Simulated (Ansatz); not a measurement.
# ZnO: the cost of one run

Computed with Ansatz 0.2.0 (DFT r2SCAN, scalar-relativistic, plane waves, PAW, unless a step's input says otherwise).

## (1) Starting point

It takes space group P6_3mc (No. 186, hexagonal). Conventional cell: a = 3.249 Å, b = 3.249 Å, c = 5.204 Å, α = 90.00°, β = 90.00°, γ = 120.00°. Zn (site symmetry 3m) is surrounded by 4 O at 1.97 to 1.99 Å. O (site symmetry 3m) has 4 Zn at 1.97 to 1.99 Å as nearest neighbours.

As a file:

```xyz
4
Lattice="3.2494 0.0000 0.0000 -1.6247 2.8141 0.0000 0.0000 0.0000 5.2038" Properties=species:S:1:pos:R:3 pbc="T T T"
Zn    0.0000    1.8760    0.0000
Zn    1.6247    0.9380    2.6019
O     0.0000    1.8760    1.9879
O     1.6247    0.9380    4.5898
```

## (2) Relaxing cell and atoms: ZnO, no spin

The input, input.yaml:

```yaml
crystal:
  lattice:
    - [3.2494, 0.0, 0.0]
    - [-1.6247, 2.8140629471, 0.0]
    - [0.0, 0.0, 5.2038]
  atoms:
    - { symbol: Zn, position: [0.3333333333, 0.6666666667, 0.0] }
    - { symbol: Zn, position: [0.6666666667, 0.3333333333, 0.5] }
    - { symbol: O, position: [0.3333333333, 0.6666666667, 0.382] }
    - { symbol: O, position: [0.6666666667, 0.3333333333, 0.882] }
scf:
  occupations: { method: gaussian, width: 0.02 }
output:
  forces: true
  stress: true
  write_density: true
  write_potential: true
  elf: true
  volumetric_format: npy
hamiltonian:
  xc: r2scan
kpoints:
  mp_grid: { grid: [8, 8, 5] }
relax:
  f_tol: 0.004
  cell: { stress_tol: 0.05 }
```

On the command line:

```bash
> ansatz run input.yaml --threads 4 --pin off --max-ram 8192MiB --backend cpu --events-out ev --progress --plain --runs-dir out
```

Q: Estimate wall time and peak memory on 4 threads of Intel Xeon Platinum 8259CL at 2.50GHz (Skylake/Cascade Lake), shared host.

About 15 s, with a peak of 0.58 GiB.
